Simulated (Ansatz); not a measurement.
# SiBr (doublet): from a generated start to a stationary point

Where does this start of SiBr (doublet) end when it is relaxed?

Method: UKS PBE0/def2-SVP; program: Ansatz 0.2.0, Gaussian basis.

2 further runs of the same task are left out: 2 that didn't finish.

**1. Where the work starts**

2 atoms, charge 0, spin multiplicity 2.

Atoms are counted from 1 here; the program's logs count them from 0.

Bond lengths: Si1–Br2 2.200 Å.

As a file:

```xyz
2
charge 0, multiplicity 2
Si   -0.7103    0.2660   -0.3569
Br   -0.0024   -1.8108   -0.1926
```

The start is a generated structure. Sticks and bond lists go by distance. No spin-orbit coupling is included. 

**2. Relaxation**

in.yaml

```yaml
crystal:
  periodic: [false, false, false]
  atoms:
    - {symbol: Si, position_ang: [-0.710300, 0.266000, -0.356900]}
    - {symbol: Br, position_ang: [-0.002400, -1.810800, -0.192600]}
basis:
  gaussian: {orbitals: def2-SVP}
magnetization: {spin_polarized: true, initial_magnetization: 1}
hamiltonian: {xc: pbe0}
relax: {f_tol: 0.01, max_steps: 150}
```

Started as:

```sh
ansatz run in.yaml --threads 1 --pin off --events-out ev --progress --plain --max-ram 16896MiB --backend cuda --devices 0, --max-vram 18GiB
```

What does the calculation give? Wanted: energy gained; shift from the start; total energy; dipole moment; ⟨S²⟩.

The runs gave:

| quantity | value |
| --- | --- |
| steps | 3 |
| energy gained | 0.011 eV |
| shift from the start (rms) | 0.019 Å |
| total energy | -77900.5791 eV |
| dipole moment | 0.80 D |
| ⟨S²⟩ | 0.755 |

In words: The bonds of the start are those of the end. Si1–Br2 went from 2.200 to 2.239 Å. No vibrations were run, so this is a stationary point, not a proven minimum, and this spin need not be the ground state's.
